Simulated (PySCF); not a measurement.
# Ways to converge the SCF of CdAs (quartet)

Do solver options change the result for CdAs (quartet), or only the number of cycles?

Computed with PySCF 2.14.0. Level: each script names its method and basis.

2 further runs of the same task are left out: 2 that didn't finish.

### Step 1. The starting structure

CdAs (quartet): 2 atoms, charge 0, spin multiplicity 4.

Bond lengths: Cd1–As2 2.575 Å.

### Step 2. The run that the others are compared with

Contents of input.py:

```python
from pyscf import gto, scf, mp

mol = gto.M(
    atom='Cd 0 0 0; As 0 0 2.575',
    basis='def2-svpd',
    ecp={'Cd': 'def2-svpd'},
    charge=0,
    spin=3,
    symmetry=True,
    verbose=4,
)
mf = scf.UHF(mol)
mf.kernel()
mp.MP2(mf).kernel()
mf.dip_moment()
print('orbital energies (hartree):', [e[max(0, n-3):n+3].round(4) for e, n in zip(mf.mo_energy, mol.nelec)])
```

Started as:

```sh
$ OMP_NUM_THREADS=1 python input.py
```

Its log is not repeated here.

Base result: E(SCF) = -2400.752387 Eh, 14 cycles, E(MP2) − E(SCF) = -0.59848 Eh, ⟨S²⟩ = 3.789, μ = 1.15 D (of the SCF density).

The bond length is a typed value, not an optimised one. The quartet is typed in the script; nothing here shows that it is the ground state.

### Step 3. Point-group symmetry off

Variant 1 changes point-group symmetry: on → off.

Contents of input.py:

```python
from pyscf import gto, scf, mp

mol = gto.M(
    atom='Cd 0 0 0; As 0 0 2.575',
    basis='def2-svpd',
    ecp={'Cd': 'def2-svpd'},
    charge=0,
    spin=3,
    verbose=4,
)
mf = scf.UHF(mol)
mf.kernel()
mp.MP2(mf).kernel()
mf.dip_moment()
print('orbital energies (hartree):', [e[max(0, n-3):n+3].round(4) for e, n in zip(mf.mo_energy, mol.nelec)])
```

Started as:

```sh
$ OMP_NUM_THREADS=1 python input.py
```

### Step 4. Level shift 0.3 hartree

Variant 2 changes level shift: none → 0.3 hartree.

Edit input.py of step 2 so:

```diff
@@ -12,2 +12,3 @@
 mf = scf.UHF(mol)
+mf.level_shift = 0.3
 mf.kernel()
```

### Step 5. Damping 0.95

Variant 3 changes damping: none → 0.95.

Edit input.py of step 2 so:

```diff
@@ -12,2 +12,4 @@
 mf = scf.UHF(mol)
+mf.damp = 0.95
+mf.diis_start_cycle = 8
 mf.kernel()
```

What does the calculation give? Wanted: for each run, E(SCF); from base; gap, α spin; SCF dipole; after the SCF.

The runs gave:

```tsv
run	E(SCF) (hartree)	from base (eV)	cycles	gap, α spin (eV)	SCF dipole (D)	after the SCF
base	-2400.752387	0	14	8.44	1.15	MP2 correlation -16.285 eV
point-group symmetry off	-2400.752387	0.0000	14	8.44	1.15	MP2 correlation -16.285 eV
level shift 0.3 hartree	-2400.752387	0.0000	20	8.44	1.15	MP2 correlation -16.285 eV
damping 0.95	-2400.752387	0.0000	19	8.44	1.15	MP2 correlation -16.285 eV
```

Distance from each run's final energy (log10 hartree) by cycle:

```tsv
run	cycle 1	cycle 2	cycle 3	cycle 5	cycle 8	cycle 12
base	-0.1	-0.1	-1.8	-3.1	-5.0	-8.6
point-group symmetry off	-0.1	-0.1	-1.8	-3.1	-5.0	-8.6
level shift 0.3 hartree	-0.4	-1.3	-1.9	-2.3	-3.1	-4.9
damping 0.95	-0.1	-0.2	-0.3	-0.4	-1.0	-3.4
```

**Reading.** No change of the SCF energy comes from point-group symmetry off or level shift 0.3 hartree or damping 0.95. The base needs 14 cycles and the run with level shift 0.3 hartree needs 20.
